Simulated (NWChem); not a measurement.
## Plane-wave run on LiCl (rocksalt type)

```xyz
2
Lattice="0.0000 2.4863 2.4863 2.4863 0.0000 2.4863 2.4863 2.4863 0.0000" Properties=species:S:1:pos:R:3 pbc="T T T"
Cl     0.0000     0.0000     0.0000
Li     2.4863     2.4863     2.4863
```

All runs are NWChem calculations. Origin of the cell: lattice set by a structure generator, not relaxed at this level; this structure type may not be the compound's usual one.

Norm-conserving pseudopotentials with valence charges Cl 7, Li 1, fixed occupations, no spin-orbit coupling, density cut at twice the wavefunction cutoff.

Level: LDA (Vosko), Troullier-Martins, cutoff 30 Ha, density from a 4×4×4 mesh. Bands run along Γ–X–U|K–Γ–L–W–X with k in units of the cell's reciprocal vectors.

What gap does the band structure show, and how wide is the group of occupied bands?

It shows a gap along this path of 6.43 eV, with the direct and indirect values within 0.03 eV of each other. The 4 occupied bands reach 13.7 eV below the valence-band top.
